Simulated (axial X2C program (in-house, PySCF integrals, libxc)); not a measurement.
# A two-component session on HfS⁻: EOM-EA-CCSD levels

Aim: EOM-EA-CCSD levels of HfS⁻, with spin–orbit coupling in the Hamiltonian from the start.

Computed with an in-house X2C program for linear molecules on PySCF integrals. Level: two-component X2C with atomic mean-field terms, Hf dyall-acv3z, S dyall-av3z.

All values are calculated.

## 1. Input

File task.json:

```json
{"zs": [72, 16], "q": -1, "bas": ["dyall-acv3z", "dyall-av3z"], "r0": 2.22, "eom": "ea", "thr": -2.0, "nmax": 92, "grid": [1, 0.96, 1.045, 0.92, 1.09, 1.15], "rq": 0}
```

Keys: zs atomic numbers; q charge; bas basis sets; r0 starting distance in Å; eom kind of EOM run; thr threshold in hartree for freezing inner shells (an s shell follows its p shell); nmax most natural virtual spinors; grid distances as factors.

The run is started by

```
$ python soeom.py task.json out
```

The runs that follow: EOM-EA-CCSD at 2.151 Å.

Before running it: what results should come out? Wanted: next root led by one particle; T1 of the reference.

The runs gave:

| quantity | value |
| --- | --- |
| lowest root at 2.151 Å | Ω = 1/2, 0.669 eV |
| next root led by one particle | Ω = 3/2, about 1640 cm⁻¹ higher |
| T1 of the reference | 0.023 |

The added electron is bound by 0.67 eV in a spinor of 45% Hf pπ, 27% Hf dπ, 10% Hf pσ. Errors of 0.1 to 0.3 eV are usual at this size, and roots led by higher excitations are left out, so the list is incomplete, and low states of that kind can be missing.
